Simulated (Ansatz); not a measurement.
# SiGeCl (doublet): wave-function methods side by side at a displaced geometry (v1), cc-pVDZ

How much of the correlation energy of SiGeCl (doublet) does each wave-function method recover here?

Computed with Ansatz 0.2.0, Gaussian basis. Level: cc-pVDZ, core rule «outside noble gas», up to 24 orbitals frozen.

The runs, in order: UHF; CCSD(T) on ROHF; CCSD(T) on UHF; BCCD(T) on ROHF; CISD; CCSDT(Q) on ROHF; CCSDT(Q) on UHF.

17 further runs of the same task are left out: 4 that didn't finish, 13 set aside as unsound or not needed.

### Step 1. The system

The geometry is a PBE0/def2-TZVP stationary point (not a proven minimum) with its atoms shifted at random (size 0.040 Å). No spin-orbit coupling is included. The filled d shell of Ge may be among the frozen orbitals whatever the setting's name suggests; the logs give the count.

3 atoms, charge 0, spin multiplicity 2.

Atoms are counted from 1 here; the program's logs count them from 0.

Bond lengths: Cl1–Ge2 2.438 Å, Cl1–Si3 2.234 Å, Ge2–Si3 2.296 Å. Angles: Ge2–Cl1–Si3 58.7°, Cl1–Ge2–Si3 56.2°, Cl1–Si3–Ge2 65.1°.

### Step 2. UHF

File in.yaml:

```yaml
crystal:
  periodic: [false, false, false]
  atoms:
    - {symbol: Cl, position_ang: [-0.009276, 0.885014, 1.320461]}
    - {symbol: Ge, position_ang: [-0.010109, 0.070924, -0.978005]}
    - {symbol: Si, position_ang: [0.037855, -1.300611, 0.862651]}
basis:
  gaussian: {orbitals: cc-pVDZ}
magnetization: {spin_polarized: true, initial_magnetization: 1}
hamiltonian: {xc: hf}
output: {orbitals: {seedname: orbitals}}
```

Launch:

```console
$ ansatz run in.yaml --threads 1 --pin off --events-out ev --progress --plain --max-ram 2393MiB
```

Further steps of the session: CCSD(T) on ROHF; CCSD(T) on UHF; BCCD(T) on ROHF; CISD; CCSDT(Q) on ROHF; CCSDT(Q) on UHF.

**Question.** What will the summary of the whole plan be? Wanted: UCCSDT(Q) below the RHF energy; RMP2 from UCCSDT(Q); UMP2 from UCCSDT(Q); RCCSD from UCCSDT(Q); RCCSD(T) from UCCSDT(Q); UCCSD(T) from UCCSDT(Q); RCCSDT(Q) from UCCSDT(Q); T1 diagnostic.

**Answer**, as computed:

```
                         quantity                      value
   UCCSDT(Q) below the RHF energy                 -8.9019 eV
              RMP2 from UCCSDT(Q)            +31.27 kcal/mol
              UMP2 from UCCSDT(Q)            +31.55 kcal/mol
             RCCSD from UCCSDT(Q)             +9.05 kcal/mol
          RCCSD(T) from UCCSDT(Q)             +1.59 kcal/mol
          UCCSD(T) from UCCSDT(Q)             +1.58 kcal/mol
         RCCSDT(Q) from UCCSDT(Q)             +0.08 kcal/mol
levels within 1 kcal/mol (43 meV)  RCCSDT, UCCSDT, RCCSDT(Q)
                    T1 diagnostic                      0.021
```

**Reading.** RCCSD(T) misses by +1.59 kcal/mol, 0.8 % of the correlation energy. These misses are within one basis, not against nature; the frozen cores of restricted and unrestricted runs differ, which can shift their rows.
